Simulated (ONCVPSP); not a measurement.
**Copper: generating and testing an ONCV potential**

Task: generate the file, and judge it by its errors in other configurations, its logarithmic derivatives, its ghosts and its cutoff.

Method: ONCVPSP 4.0.1, BLYP, scalar-relativistic.

## 1. The design

The settings as typed:

- element: copper (Cu, Z = 29)
- type: optimised norm-conserving Vanderbilt (ONCV)
- frozen core: [Ar]
- valence charge: 11
- reference configuration: 3d10 4s1
- partial waves: 4s: rc 1.95 bohr, ncon 3, nbas 6, qcut 3.5 1/bohr, 2 projectors, debl 3.8 Ha; p scattering state at 0.08 Ha: rc 2.00 bohr, ncon 4, nbas 9, qcut 4.1 1/bohr, 1 projector; 3d: rc 1.25 bohr, ncon 5, nbas 10, qcut 13.2 1/bohr, 3 projectors, debl 2.6 Ha
- local potential: polynomial inside 1.05 bohr (lpopt 3, dvloc0 6 Ha)
- core correction: Teter function, fcfact 5.5, rcfact 1.4

An earlier all-electron run gives the scale for the radii.

All-electron outer shells of the reference configuration (BLYP, scalar-relativistic, ld1.x):

```json
{"shell": "3p", "level (eV)": "-72.02", "outermost node (bohr)": "0.26", "outermost maximum (bohr)": "0.62"}
{"shell": "3d", "level (eV)": "-5.01", "outermost node (bohr)": "–", "outermost maximum (bohr)": "0.60"}
{"shell": "4s", "level (eV)": "-4.65", "outermost node (bohr)": "0.89", "outermost maximum (bohr)": "2.27"}
{"shell": "4p", "level (eV)": "-0.72", "outermost node (bohr)": "0.97", "outermost maximum (bohr)": "3.65"}
```

## 2. The generation run

Input file Cu.dat:

```
# ATOM AND REFERENCE CONFIGURATION
# atsym  z   nc   nv     iexc    psfile
  Cu 29.00    5    2  -106131      upf
#
#   n    l    f
    1    0    2.00
    2    0    2.00
    2    1    6.00
    3    0    2.00
    3    1    6.00
    3    2   10.00
    4    0    1.00
#
# PSEUDOPOTENTIAL AND OPTIMIZATION
# lmax
    2
#
#   l,   rc,      ep,       ncon, nbas, qcut
    0    1.95    0.00    3    6    3.50
    1    2.00    0.08    4    9    4.10
    2    1.25    0.00    5   10   13.20
#
# LOCAL POTENTIAL
# lloc, lpopt,  rc(5),   dvloc0
    4    3    1.05    6.00
#
# VANDERBILT-KLEINMAN-BYLANDER PROJECTORs
# l, nproj, debl
    0    2    3.80
    1    1    1.70
    2    3    2.60
#
# MODEL CORE CHARGE
# icmod, fcfact, rcfact
    3    5.50    1.40
#
# LOG DERIVATIVE ANALYSIS
# epsh1, epsh2, depsh
   -2.00    5.00    0.02
#
# OUTPUT GRID
# rlmax, drl
    6.00    0.01
#
# TEST CONFIGURATIONS
# ncnf
    4
# nvcnf
#   n    l    f
    2
    3    2   10.00
    4    0    0.00
#
    2
    3    2    9.00
    4    0    0.00
#
    2
    3    2    8.00
    4    0    0.00
#
    2
    3    2   10.00
    4    0    0.50
#
```

The run is started by

```console
$ oncvpsp.x < Cu.dat > Cu.out
```

Q: Predict the outcome of this session. Wanted: cutoffs for 1 and 0.1 mHa per electron, occupied waves; bound ghosts; GHOST(+) flags; largest test error; largest phase difference near zero energy, channels read; rms error of d²Exc/dn², without and with the model core.

**Answer**, as computed:

| quantity | value |
| --- | --- |
| cutoffs for 1 and 0.1 mHa per electron, occupied waves | 70 Ha and 79 Ha |
| bound ghosts | none found |
| GHOST(+) flags | s at 130 eV |
| largest test error (AE − PS) | -4.3 meV, for 3d10 4s0 (2 tests unsolved) |
| largest phase difference near zero energy, channels read | 0.011 rad |
| rms error of d²Exc/dn², without and with the model core | 7.51 and 1.23 mHa |

What this shows: By total energies transferability is very good where solved: the largest error is 4.3 meV on 8.3 eV, for 3d10 4s0. Of the tests 2 gave no usable energy difference, which is a warning in itself. The potential is very hard: the looser tolerance needs 70 Ha. At the looser tolerance the 3d wave is the slowest; 4s needs 5 Ha. It is free of bound ghosts as far as tested. Near zero energy the phases of the channels with partial waves agree within 0.011 rad. The program also flags highly localised states, GHOST(+) (s). These are tests on the free atom; a crystal test is still owed.
